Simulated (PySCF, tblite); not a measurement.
# C₃H₁₁B₂N: dynamics, then NMR shifts on frames, part 2 of 2

tblite 0.8.0 and PySCF 2.14.0. Atoms count from 0. Earlier steps stand in the parts before.

## 5. Nuclear shieldings: 625 fs, PBE0/pcSseg-1

The job: settings as JSON, then the geometry in Å.

```
{"job": {"kind": "nmr", "xc": "PBE0", "basis": "pcSseg-1", "pop": false}, "charge": 0, "multiplicity": 1}
B      2.376100     0.445900     0.902600
N      0.998600     0.391400     0.891600
B      0.076000    -0.340500     0.090000
C     -1.452900    -0.323300     0.451700
C     -1.957000     0.701000     1.452400
C     -2.662900     1.771300     0.680700
H      2.839000    -0.155100     0.105500
H      3.125000     1.099800     1.568000
H      0.614300     0.950500     1.625000
H      0.448700    -1.018900    -0.745700
H     -1.615300    -1.372900     0.771900
H     -2.125500    -0.252900    -0.415800
H     -2.774100     0.235400     2.074900
H     -1.206100     1.091400     2.102500
H     -2.943200     2.537600     1.330500
H     -2.013700     2.263100    -0.011600
H     -3.568300     1.378600     0.215800
```

With the program's defaults for keys left out, this is: GIAO PBE0/pcSseg-1 NMR shielding, non-relativistic, gas phase.

Output:

```text
coarse grid: 13312 points
cycle   1  E = -225.0213550171  dE =  5.206e-01  |g| = 4.715e-01  |ddm| = 3.372e+00
cycle   2  E = -225.0110965346  dE =  1.026e-02  |g| = 5.363e-01  |ddm| = 8.229e-01
cycle   3  E = -225.0799827182  dE = -6.889e-02  |g| = 6.592e-02  |ddm| = 4.366e-01
cycle   4  E = -225.0808922926  dE = -9.096e-04  |g| = 2.382e-02  |ddm| = 6.179e-02
cycle   5  E = -225.0810038280  dE = -1.115e-04  |g| = 7.502e-03  |ddm| = 1.829e-02
cycle   6  E = -225.0810168658  dE = -1.304e-05  |g| = 1.264e-03  |ddm| = 7.064e-03
cycle   7  E = -225.0810172483  dE = -3.825e-07  |g| = 3.392e-04  |ddm| = 1.223e-03
final grid: 126128 points
cycle   8  E = -225.1110652938  dE = -4.271e-05  |g| = 8.269e-03  |ddm| = 2.585e-02
cycle   9  E = -225.1110581380  dE =  7.156e-06  |g| = 1.012e-02  |ddm| = 1.420e-02
cycle  10  E = -225.1110823194  dE = -2.418e-05  |g| = 9.471e-04  |ddm| = 7.547e-03
cycle  11  E = -225.1110825163  dE = -1.969e-07  |g| = 2.322e-04  |ddm| = 7.043e-04
cycle  12  E = -225.1110825272  dE = -1.083e-08  |g| = 6.576e-05  |ddm| = 2.012e-04
cycle  13  E = -225.1110825283  dE = -1.088e-09  |g| = 1.316e-05  |ddm| = 6.384e-05
cycle  14  E = -225.1110825283  dE = -3.769e-11  |g| = 3.714e-06  |ddm| = 1.305e-05
converged SCF energy = -225.1110825283

GIAO shielding tensors (ppm)
atom      isotropic    diamagn.    paramagn.     s11        s22        s33       span
  0 B       50.317     196.058    -145.741      0.013     28.902    122.036    122.023
  1 N       90.654     321.370    -230.716    -65.237     72.238    264.961    330.197
  2 B       44.607     193.768    -149.161    -16.113     37.842    112.092    128.204
  3 C      153.191     253.444    -100.253    117.738    161.006    180.830     63.092
  4 C      169.581     245.243     -75.661    164.644    169.278    174.823     10.179
  5 C      169.032     245.313     -76.281    151.503    167.275    188.317     36.814
  6 H       27.191      32.759      -5.568     24.262     27.739     29.571      5.310
  7 H       25.418      29.100      -3.682     23.068     26.428     26.759      3.691
  8 H       24.414      33.375      -8.960     19.580     23.568     30.094     10.514
  9 H       26.028      32.689      -6.662     22.965     26.303     28.816      5.851
 10 H       29.974      31.856      -1.882     25.605     27.903     36.413     10.808
 11 H       30.049      33.981      -3.932     25.109     30.932     34.106      8.997
 12 H       29.286      28.325       0.961     24.728     27.223     35.906     11.178
 13 H       30.770      32.406      -1.637     26.028     30.190     36.090     10.062
 14 H       31.747      28.262       3.484     26.895     28.947     39.397     12.502
 15 H       31.532      31.054       0.478     27.702     30.191     36.704      9.002
 16 H       30.721      28.634       2.087     26.623     28.534     37.005     10.382
```

It took 15 s on 1 thread of Arm Neoverse V1, shared host; peak memory 0.79 GiB.

In short: δ C3 33.7, C5 17.9, C4 17.3, B2 55.5, H8 7.30, H7 6.30 ppm.

## 6. Nuclear shieldings: 800 fs, PBE0/pcSseg-1

The job: settings as JSON, then the geometry in Å.

```
{"job": {"kind": "nmr", "xc": "PBE0", "basis": "pcSseg-1", "pop": false}, "charge": 0, "multiplicity": 1}
B      2.046700     0.441700     1.021000
N      0.690200    -0.002900     1.137100
B     -0.445600     0.194700     0.320100
C     -1.797100    -0.494900     0.729400
C     -2.437800     0.441200     1.789400
C     -2.481000     1.847600     1.239100
H      2.590900     0.776200     0.024600
H      2.635400     0.403700     1.997600
H      0.582100    -0.591200     1.928600
H     -0.308900     0.712900    -0.705900
H     -1.747500    -1.484600     1.268100
H     -2.477800    -0.436200    -0.121000
H     -3.452300     0.170100     2.060800
H     -1.876500     0.317600     2.675300
H     -2.859200     2.628700     1.937900
H     -1.467700     2.132200     1.018700
H     -3.140600     1.816500     0.398300
```

With the program's defaults for keys left out, this is: GIAO PBE0/pcSseg-1 NMR shielding, non-relativistic, gas phase.

Output:

```text
coarse grid: 13312 points
cycle   1  E = -225.0233884268  dE =  4.240e-01  |g| = 4.527e-01  |ddm| = 3.355e+00
cycle   2  E = -225.0093903565  dE =  1.400e-02  |g| = 5.323e-01  |ddm| = 7.994e-01
cycle   3  E = -225.0773986719  dE = -6.801e-02  |g| = 6.059e-02  |ddm| = 4.367e-01
cycle   4  E = -225.0781277018  dE = -7.290e-04  |g| = 2.627e-02  |ddm| = 5.833e-02
cycle   5  E = -225.0782709571  dE = -1.433e-04  |g| = 7.029e-03  |ddm| = 2.042e-02
cycle   6  E = -225.0782822827  dE = -1.133e-05  |g| = 1.392e-03  |ddm| = 6.692e-03
cycle   7  E = -225.0782827642  dE = -4.816e-07  |g| = 3.172e-04  |ddm| = 1.319e-03
final grid: 126128 points
cycle   8  E = -225.1084533095  dE = -5.288e-05  |g| = 8.654e-03  |ddm| = 3.154e-02
cycle   9  E = -225.1084446588  dE =  8.651e-06  |g| = 1.076e-02  |ddm| = 1.496e-02
cycle  10  E = -225.1084717842  dE = -2.713e-05  |g| = 9.860e-04  |ddm| = 7.939e-03
cycle  11  E = -225.1084719967  dE = -2.125e-07  |g| = 2.885e-04  |ddm| = 7.855e-04
cycle  12  E = -225.1084720139  dE = -1.728e-08  |g| = 7.272e-05  |ddm| = 2.413e-04
cycle  13  E = -225.1084720153  dE = -1.346e-09  |g| = 1.670e-05  |ddm| = 8.004e-05
cycle  14  E = -225.1084720154  dE = -6.662e-11  |g| = 3.905e-06  |ddm| = 1.580e-05
converged SCF energy = -225.1084720154

GIAO shielding tensors (ppm)
atom      isotropic    diamagn.    paramagn.     s11        s22        s33       span
  0 B       45.400     193.518    -148.118     -3.967     21.644    118.521    122.488
  1 N       79.811     320.825    -241.014    -84.284     87.242    236.475    320.758
  2 B       45.629     195.625    -149.996    -15.005     35.388    116.505    131.510
  3 C      157.976     250.851     -92.876    138.311    157.258    178.358     40.046
  4 C      161.967     247.544     -85.577    147.385    160.428    178.088     30.704
  5 C      167.082     249.552     -82.470    153.034    169.523    178.690     25.656
  6 H       25.596      30.327      -4.731     23.277     26.531     26.980      3.703
  7 H       26.438      30.152      -3.714     23.590     27.130     28.592      5.002
  8 H       25.022      33.264      -8.242     21.596     24.768     28.702      7.106
  9 H       25.855      33.053      -7.198     22.331     26.049     29.186      6.855
 10 H       29.535      31.337      -1.802     26.294     26.616     35.695      9.401
 11 H       29.721      32.522      -2.801     27.322     28.219     33.621      6.298
 12 H       30.237      28.647       1.590     25.766     28.387     36.557     10.791
 13 H       30.888      31.780      -0.893     26.987     30.034     35.643      8.656
 14 H       30.091      26.498       3.593     26.129     26.889     37.256     11.127
 15 H       31.208      31.138       0.070     25.922     32.185     35.516      9.593
 16 H       30.717      30.400       0.318     27.034     29.294     35.824      8.790
```

Wall time 15 s (1 thread of Arm Neoverse V1, shared host); peak memory 0.8 GiB.

This run: δ C3 28.9, C4 25.0, C5 19.8, B0 54.7, H8 6.70, H6 6.12 ppm.

## 7. Shielding tensors: 1000 fs, PBE0/pcSseg-1

The job: settings as JSON, then the geometry in Å.

```
{"job": {"kind": "nmr", "xc": "PBE0", "basis": "pcSseg-1", "pop": false}, "charge": 0, "multiplicity": 1}
B      1.807500     0.848700     1.554700
N      0.438800     0.479600     1.421500
B     -0.547200     0.760100     0.320700
C     -1.935900    -0.006500     0.318800
C     -2.780600     0.530400     1.453000
C     -2.894700     2.023400     1.583400
H      2.377800     1.659400     0.894800
H      2.439100     0.322000     2.362800
H      0.179200    -0.203900     2.120400
H     -0.132000     1.415600    -0.607800
H     -1.940000    -1.057400     0.453700
H     -2.404400     0.117400    -0.670900
H     -3.833000     0.168200     1.493100
H     -2.253200     0.146700     2.380600
H     -3.642800     2.252000     2.302900
H     -1.950000     2.560700     1.854600
H     -3.324300     2.328900     0.654900
```

Level: GIAO PBE0/pcSseg-1 NMR shielding, non-relativistic, gas phase.

Output:

```text
coarse grid: 13312 points
cycle   1  E = -225.0300099537  dE =  2.925e-01  |g| = 4.398e-01  |ddm| = 3.340e+00
cycle   2  E = -225.0199161082  dE =  1.009e-02  |g| = 5.059e-01  |ddm| = 7.434e-01
cycle   3  E = -225.0811834396  dE = -6.127e-02  |g| = 6.693e-02  |ddm| = 3.950e-01
cycle   4  E = -225.0820805782  dE = -8.971e-04  |g| = 2.756e-02  |ddm| = 6.132e-02
cycle   5  E = -225.0822373266  dE = -1.567e-04  |g| = 7.054e-03  |ddm| = 2.024e-02
cycle   6  E = -225.0822487109  dE = -1.138e-05  |g| = 1.761e-03  |ddm| = 6.949e-03
cycle   7  E = -225.0822494821  dE = -7.713e-07  |g| = 3.195e-04  |ddm| = 1.499e-03
final grid: 126128 points
cycle   8  E = -225.1127634329  dE = -4.130e-05  |g| = 9.222e-03  |ddm| = 2.615e-02
cycle   9  E = -225.1127504581  dE =  1.297e-05  |g| = 1.212e-02  |ddm| = 1.540e-02
cycle  10  E = -225.1127839954  dE = -3.354e-05  |g| = 1.288e-03  |ddm| = 8.372e-03
cycle  11  E = -225.1127843741  dE = -3.788e-07  |g| = 2.571e-04  |ddm| = 9.327e-04
cycle  12  E = -225.1127843879  dE = -1.378e-08  |g| = 7.394e-05  |ddm| = 2.436e-04
cycle  13  E = -225.1127843893  dE = -1.415e-09  |g| = 1.953e-05  |ddm| = 7.355e-05
cycle  14  E = -225.1127843894  dE = -8.686e-11  |g| = 4.348e-06  |ddm| = 1.667e-05
converged SCF energy = -225.1127843894

GIAO shielding tensors (ppm)
atom      isotropic    diamagn.    paramagn.     s11        s22        s33       span
  0 B       49.613     193.662    -144.048      4.398     25.717    118.724    114.326
  1 N       67.781     322.690    -254.909   -105.351     72.426    236.270    341.621
  2 B       38.028     195.852    -157.824    -24.923     33.393    105.614    130.537
  3 C      165.123     252.280     -87.157    146.804    162.746    185.819     39.015
  4 C      158.707     245.949     -87.242    151.918    158.735    165.467     13.550
  5 C      169.612     244.536     -74.924    158.374    165.783    184.679     26.305
  6 H       25.768      30.303      -4.534     23.760     26.696     26.849      3.089
  7 H       26.362      30.238      -3.876     24.130     26.984     27.973      3.843
  8 H       23.988      33.409      -9.421     20.865     23.196     27.902      7.037
  9 H       25.083      31.916      -6.833     22.871     24.979     27.399      4.527
 10 H       31.094      34.768      -3.674     27.052     28.611     37.618     10.566
 11 H       29.875      32.507      -2.632     27.153     27.434     35.037      7.884
 12 H       29.248      28.084       1.164     24.011     28.401     35.332     11.322
 13 H       28.968      29.693      -0.725     24.919     28.387     33.596      8.677
 14 H       31.089      25.890       5.199     26.585     28.614     38.067     11.482
 15 H       30.061      27.253       2.808     25.613     29.619     34.951      9.338
 16 H       31.007      28.692       2.315     27.080     29.414     36.527      9.448
```

It took 15 s on 1 thread of Arm Neoverse V1, shared host; peak memory 0.8 GiB.

In short: δ C4 28.2, C3 21.8, C5 17.3, B2 62.0, H8 7.73, H9 6.63 ppm.

## 8. Side by side: NMR shifts

Shifts (ppm) of some atoms, chosen among heavy atoms and hydrogens apart, with basis size and wall time:

| frame | C3 | C5 | C4 | H14 | H13 | B0 | N1 | functions | time |
| --- | --- | --- | --- | --- | --- | --- | --- | --- | --- |
| 250 fs | 30.2 | 19.3 | 13.1 | 1.32 | 1.10 | 46.7 | 201.0 | 157 | 15 s |
| 425 fs | 23.5 | 11.3 | 18.9 | 0.02 | 2.08 | 45.0 | 204.8 | 157 | 15 s |
| 625 fs | 33.7 | 17.9 | 17.3 | -0.03 | 0.95 | 49.8 | 177.1 | 157 | 15 s |
| 800 fs | 28.9 | 19.8 | 25.0 | 1.63 | 0.83 | 54.7 | 187.9 | 157 | 15 s |
| 1000 fs | 21.8 | 17.3 | 28.2 | 0.63 | 2.75 | 50.5 | 199.9 | 157 | 15 s |

## 9. Summary of results

The summary covers parts 1 to 2.

| quantity | value |
| --- | --- |
| thermostat | 300 K |
| mean temperature, second half | 334 K |
| mean potential energy above the minimum | 0.63 eV |
| 13C shifts against TMS (PBE0/pcSseg-1, 250 fs) | 30.2, 19.3, 13.1 ppm |
| 1H shifts against TMS (PBE0/pcSseg-1, 250 fs) | 8.09, 6.23, 5.50, 5.23, 1.74, 1.72, 1.32, 1.22, 1.20, 1.11, 1.10 ppm |
| 11B shifts against BF3·OEt2 (PBE0/pcSseg-1, 250 fs) | 61.9, 46.7 ppm |
| 15N shifts against NH3 (PBE0/pcSseg-1, 250 fs) | 201.0 ppm |
| range of the shift of N1 | 177.1 to 204.8 ppm |

In words: In the second half the potential energy averages 0.63 eV above the minimum; equipartition over 45 harmonic modes at 300 K would give 0.58 eV. With 17 atoms the temperature swings widely (174 to 428 K). Shifts at one fixed geometry are not the observed spectrum, which averages over the motion. In the first frame run (250 fs): The widest tensor belongs to N1: span 327 ppm, with a paramagnetic part of -258 ppm. In ppm, N1 moves most: its shift spreads over 27.7 ppm, from 177.1 (625 fs) to 204.8 (425 fs).
